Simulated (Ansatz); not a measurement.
**GeOF+ (triplet): wave-function methods side by side, cc-pVDZ**

How much of the correlation energy of GeOF+ (triplet) does each wave-function method recover here?

The runs use Ansatz 0.2.0, Gaussian basis; cc-pVDZ, core rule «outside noble gas», up to 16 orbitals frozen.

Plan: UHF; CCSD(T) on ROHF; CCSD(T) on UHF; BCCD(T) on ROHF; CISD; CCSDT(Q) on ROHF; CCSDT(Q) on UHF; CASSCF and MRCISD+Q, 14 electrons in 11 orbitals; CASSCF and NEVPT2, 14 electrons in 11 orbitals.

25 further runs of the same task are left out: 2 for a known fault of the program, 12 that didn't finish, 11 set aside as unsound or not needed.

## Step 1: The geometry

The geometry is a PBE0/def2-TZVP stationary point (not a proven minimum) of the parent state, kept for this charge and spin. No spin-orbit coupling is included. The filled d shell of Ge may be among the frozen orbitals whatever the setting's name suggests; the logs give the count.

3 atoms, charge 1, spin multiplicity 3.

Atoms are counted from 1 here; the program's logs count them from 0.

Bond lengths: F1–Ge3 1.740 Å, O2–Ge3 1.672 Å. Angles: F1–Ge3–O2 117.1°.

## Step 2: UHF

The input, in.yaml:

```yaml
crystal:
  periodic: [false, false, false]
  atoms:
    - {symbol: F, position_ang: [0.000000, 0.534894, 1.467658]}
    - {symbol: O, position_ang: [0.000000, 0.667041, -1.440265]}
    - {symbol: Ge, position_ang: [0.000000, -0.286817, -0.066627]}
basis:
  gaussian: {orbitals: cc-pVDZ}
total_charge: 1
magnetization: {spin_polarized: true, initial_magnetization: 2}
hamiltonian: {xc: hf}
output: {orbitals: {seedname: orbitals}}
```

Command:

```console
$ ansatz run in.yaml --threads 1 --pin off --events-out ev --progress --plain --max-ram 2393MiB
```

The runs that follow: CCSD(T) on ROHF; CCSD(T) on UHF; BCCD(T) on ROHF; CISD; CCSDT(Q) on ROHF; CCSDT(Q) on UHF; CASSCF and MRCISD+Q, 14 electrons in 11 orbitals; CASSCF and NEVPT2, 14 electrons in 11 orbitals.

Q: Predict the results of all the runs planned. Wanted: UCCSDT(Q) below the RHF energy; RMP2 from UCCSDT(Q); UMP2 from UCCSDT(Q); RCCSD from UCCSDT(Q); RCCSD(T) from UCCSDT(Q); UCCSD(T) from UCCSDT(Q); RCCSDT(Q) from UCCSDT(Q); NEVPT2 valence from UCCSDT(Q); MRCISD+Q valence from UCCSDT(Q).

As calculated:

| quantity | value |
| --- | --- |
| UCCSDT(Q) below the RHF energy | -11.6063 eV |
| RMP2 from UCCSDT(Q) | +796.4 meV |
| UMP2 from UCCSDT(Q) | +812.3 meV |
| RCCSD from UCCSDT(Q) | +385.8 meV |
| RCCSD(T) from UCCSDT(Q) | +85.3 meV |
| UCCSD(T) from UCCSDT(Q) | +81.0 meV |
| RCCSDT(Q) from UCCSDT(Q) | +17.6 meV |
| NEVPT2 valence from UCCSDT(Q) | +1103.4 meV |
| MRCISD+Q valence from UCCSDT(Q) | +135.6 meV |
| levels within 1 kcal/mol (43 meV) | UCCSDT, RCCSDT(Q) |
| T1 diagnostic | 0.032 |
| effectively unpaired electrons | 2.03 |

What this shows: RCCSD(T) lands +85.3 meV from the yardstick (0.7 % of the correlation energy). One determinant dominates. Of the multireference levels listed MRCISD+Q valence comes nearest in total energy (+135.6 meV), which doesn't show that its space is the better one. These misses are within one basis, not against nature; the frozen cores of restricted and unrestricted runs differ, which can shift their rows.
